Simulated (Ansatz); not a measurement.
Predict the output of the script below (the Ansatz DFT code, driven from Python).

Script `gah.py`:
```python
"""Restricted and unrestricted solutions of GaH(-), stretched and not."""

import ansatz as az
import numpy as np

GEOMETRY = """
Ga    0.00000    0.00000    0.00000
H     0.00000    0.00000    1.62500
"""

mol = az.Crystal.molecule()
for line in GEOMETRY.strip().splitlines():
    symbol, *xyz = line.split()
    mol = mol.atom(symbol, [float(v) for v in xyz])
symbols = [site.symbol for site in mol.cartesian_sites]

start = np.array([site.position_ang for site in mol.cartesian_sites])
for factor in [1.0, 1.5]:
    xyz = (start - start.mean(axis=0)) * factor
    scaled = az.Crystal.molecule()
    for symbol, place in zip(symbols, xyz):
        scaled = scaled.atom(symbol, place.tolist())
    job = (
        scaled.calculation()
        .basis(gaussian="def2-TZVP")  # the orbital basis, by name
        .functional("PBE0")
        .charge(-1)  # electrons removed from the neutral system
        .spin("collinear", total=1)
    )
    for search in ("off", "standard"):
        try:
            report = job.scf(lower_state_search=search).run().report
        except az.AnsatzError as error:
            print(f"x{factor} search {search}: {type(error).__name__}")
            continue
        state = report["mean_field"]["state"]
        print(f"all distances x{factor}, search {search:8s} E = {report['free_energy_ev']:.5f} eV  <S^2> = {abs(state['spin_squared']):.3f}  other states met: {len(report['mean_field']['others'])}")
```

`python gah.py` gives:
```text
all distances x1.0, search off      E = -52386.06487 eV  <S^2> = 0.755  other states met: 0
all distances x1.0, search standard E = -52386.06487 eV  <S^2> = 0.755  other states met: 2
all distances x1.5, search off      E = -52385.42481 eV  <S^2> = 0.757  other states met: 0
all distances x1.5, search standard E = -52385.42481 eV  <S^2> = 0.757  other states met: 1
```

Caveats:
- Total energies depend on the basis set; only differences at equal settings carry meaning.
- The count of other states can hold repeated and symmetry-equivalent ends of the search; scaling all distances is a test, and for more than two atoms no physical path.
- The species is open-shell (spin multiplicity 2).
- Anions want diffuse functions, which this basis lacks.
- Hardware and time: 6.4 s on 1 thread of Intel(R) Xeon(R) Platinum 8488C (Sapphire Rapids), on a shared host, peak memory 0.18 GiB.

(Lines on the test bed's own set-up are left out of the output.)
